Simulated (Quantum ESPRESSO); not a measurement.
A run of Quantum ESPRESSO 7.5 is set up as follows.

Contents of pw.in:

```
&CONTROL
  calculation = 'scf'
  prefix = 'pwscf'
  outdir = './tmp'
  pseudo_dir = './pseudo'
  tprnfor = .true.
  tstress = .true.
  disk_io = 'low'
/
&SYSTEM
  ibrav = 0
  nat = 5
  ntyp = 3
  ecutwfc = 45
  ecutrho = 360
  nbnd = 31
  occupations = 'smearing'
  smearing = 'fd'
  degauss = 0.00367493
/
&ELECTRONS
  conv_thr = 1d-09
  electron_maxstep = 120
  mixing_beta = 0.5
/
ATOMIC_SPECIES
Pb   207.2000 pb_pbesol_v1.uspp.F.UPF
Cs   132.9055 cs_pbesol_v1.uspp.F.UPF
Br    79.9040 br_pbesol_v1.4.uspp.F.UPF
CELL_PARAMETERS angstrom
   5.8700000000    0.0000000000    0.0000000000
   0.0000000000    5.8700000000    0.0000000000
   0.0000000000    0.0000000000    5.8700000000
ATOMIC_POSITIONS crystal
Pb     0.5000000000    0.5000000000    0.5000000000
Cs     0.0000000000    0.0000000000    0.0000000000
Br     0.5000000000    0.5000000000    0.0000000000
Br     0.5000000000    0.0000000000    0.5000000000
Br     0.0000000000    0.5000000000    0.5000000000
K_POINTS automatic
5 5 5 0 0 0
```

Contents of pp_density.in:

```
&INPUTPP
  prefix = 'pwscf'
  outdir = './tmp'
  filplot = 'density.dat'
  plot_num = 0
/
&PLOT
  nfile = 1
  filepp(1) = 'density.dat'
  iflag = 3
  output_format = 6
  fileout = 'density.cube'
/
```

File pp_potential.in:

```
&INPUTPP
  prefix = 'pwscf'
  outdir = './tmp'
  filplot = 'potential.dat'
  plot_num = 11
/
&PLOT
  nfile = 1
  filepp(1) = 'potential.dat'
  iflag = 3
  output_format = 6
  fileout = 'potential.cube'
/
```

Potentials or basis: GBRV 1.5 PBEsol.

Run with:

```bash
$ OMP_NUM_THREADS=1 mpirun -n 2 pw.x -nk 2 -in pw.in > pw.out
$ OMP_NUM_THREADS=1 mpirun -n 1 pp.x -in pp_density.in > pp_density.out
$ OMP_NUM_THREADS=1 mpirun -n 1 pp.x -in pp_potential.in > pp_potential.out
```

(1) What does it give for the band gap on the k mesh?

(2) Estimate the pressure.

Answers

(1) 2.58 eV, direct.

(2) -0.1 GPa.

Caveat: spin-orbit coupling is left out, which as a rule narrows the gap of such compounds by several tenths of an eV; an odd mesh through Γ misses points on the zone boundary, where band edges often lie.
